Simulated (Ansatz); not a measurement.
# Sn: a tetragonal deformation path

The task here is to estimate one member of a computed series from the others.

Method: DFT PBEsol, scalar-relativistic, plane waves, PAW, in Ansatz 0.2.0.

**The starting structure**

It takes space group I4_1/amd (No. 141, tetragonal). The conventional cell has a = 5.880 Å, b = 5.880 Å, c = 3.199 Å, α = 90.00°, β = 90.00°, γ = 90.00°. Sn (site symmetry -4m2) is surrounded by 6 Sn at 3.05 to 3.20 Å.

Structure file:

```cif
data_structure
_symmetry_space_group_name_H-M 'P 1'
_symmetry_Int_Tables_number 1
_cell_length_a 4.4550
_cell_length_b 4.4550
_cell_length_c 4.4550
_cell_angle_alpha 97.405
_cell_angle_beta 97.405
_cell_angle_gamma 137.923
_cell_volume 55.30
loop_
_atom_site_label
_atom_site_type_symbol
_atom_site_fract_x
_atom_site_fract_y
_atom_site_fract_z
_atom_site_occupancy
Sn1 Sn 0.75000 0.25000 0.50000 1
Sn2 Sn 0.00000 0.00000 0.00000 1
```

It goes back to an entry of the Materials Project.

No relaxation comes first: the listed cell is the starting point.

Set-up of the first run:

File input.yaml:

```yaml
crystal:
  lattice:
    - [-2.9401404553, 2.9401404553, 1.5993019889]
    - [2.9401404553, -2.9401404553, 1.5993019889]
    - [2.9401404553, 2.9401404553, -1.5993019889]
  atoms:
    - { symbol: Sn, position: [0.75, 0.25, 0.5] }
    - { symbol: Sn, position: [0.0, 0.0, 0.0] }
basis:
  ecutwfc: 420
kpoints:
  mp_grid: { grid: [18, 18, 18] }
hamiltonian:
  xc: pbesol
scf:
  occupations: { method: gaussian, width: 0.15 }
output:
  forces: true
  stress: true
  eigenvalues: true
```

Run with:

```console
> ansatz run input.yaml --threads 1 --pin off --max-ram 2560MiB --backend cpu --events-out ev --progress --plain --runs-dir out
```

Among the steps run: The reference: the undisturbed cell on the scan's mesh; Point ρ = 0.850; Point ρ = 1.200; ρ = 0.920; ρ = 1.100; At ρ = 0.960; ρ = 1.050; Point ρ = 0.800; Point ρ = 1.300.

One of the session's tables, all rows but one given; the rest of the session is left out.

Collected from the runs (energy zero: the undisturbed cell):

| ρ | ΔE (meV/atom) | pressure (GPa) |
| --- | --- | --- |
| 0.800 | 227.7 | 3.1 |
| 0.850 | 108.3 | 0.7 |
| 0.920 | 21.2 | -1.0 |
| 0.960 | ? | ? |
| 1.000 | 0.0 | -1.5 |
| 1.050 | 8.3 | -1.2 |
| 1.100 | 28.0 | -0.7 |
| 1.200 | 86.0 | 0.8 |
| 1.300 | 154.0 | 2.7 |

Q: Estimate the row for ρ = 0.960 from the others.

Worked estimate for «ΔE (meV/atom)». A straight line through the neighbours (0.920, 21.2) and (1.000, 0.0) gives 21.2 + (0.0 − 21.2) × (0.960 − 0.920) / (1.000 − 0.920) = 10.6; a parabola fitted to 4 rows on both sides gives 1.7.

As computed: ΔE (meV/atom): 4.6; pressure (GPa): -1.4. In «ΔE (meV/atom)» the line misses by +6.0 and the parabola by -2.9.
